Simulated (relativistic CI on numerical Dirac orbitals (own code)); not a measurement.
# Ta²⁵⁺: how the levels respond to the fine-structure constant and the nuclear radius

Aim: the factor q = dE/dx of each excitation energy, x = (α/α0)² − 1, by finite differences, and the field-shift factor by the mean square nuclear radius, for the lowest 30 levels.

Method: Dirac-Coulomb-Breit CI, KLI orbitals optimised for each configuration, derivatives by finite differences. Code: relativistic CI on numerical Dirac orbitals (own code) version 2.

### 1 The system

- ion: Ta²⁵⁺ (Ta XXVI)
- nuclear charge: 73
- electrons: 48
- isotope: A = 181
- first configuration: [Kr] 4d10 4f2

The outer shells:

[Kr] 4d10 4f2
```
[Kr] core
4d [↑↓][↑↓][↑↓][↑↓][↑↓]
4f [↑ ][↑ ][  ][  ][  ][  ][  ]
```

### 2 Levels and derivatives

The run's settings:

```ini
atom Ta  Z=73  charge=25  electrons=48
nucleus A=181  rms_radius_fm=5.3507
hamiltonian dirac-coulomb  breit=on  qed=off  c_scale=1
orbitals kli  potential=per-configuration
slater_scale 1
correlation none
mixing on
configurations
  [Kr] 4d10 4f2
  [Kr] 4d10 4f 5s
  [Kr] 4d9 4f3
  [Kr] 4d10 5s2
  [Kr] 4d10 4f 5p
  [Kr] 4d10 5s 5p
  [Ar] 3d10 4s2 4p5 4d10 4f3
  [Kr] 4d10 4f 5d
end
derivatives alpha2 +-0.01 radius +-1%
```

Before running it: what results should come out? Wanted: lowest level; largest q in size, lowest 30 levels; largest K in size within the lowest configuration; largest field-shift factor among them.

**Answer**, as computed:

```
                                         quantity                      value
                                     lowest level                    4f2 3H4
              largest q in size, lowest 30 levels  -393700 cm⁻¹ (4f 5s 3F°2)
largest K in size within the lowest configuration             2.02 (4f2 3H5)
            largest field-shift factor among them   569 GHz/fm² (4f 5s 3F°4)
```

**Reading.** Among these levels the largest q belongs to 4f 5s 3F°2, a change of configuration. The fine-structure partner 3H5 has K = 2.02, close to the 2 of an interval that scales as α². K = 2q/E, the relative sensitivity of a level, hangs on the computed energy: between configurations that lie close it can be off by a factor of several.
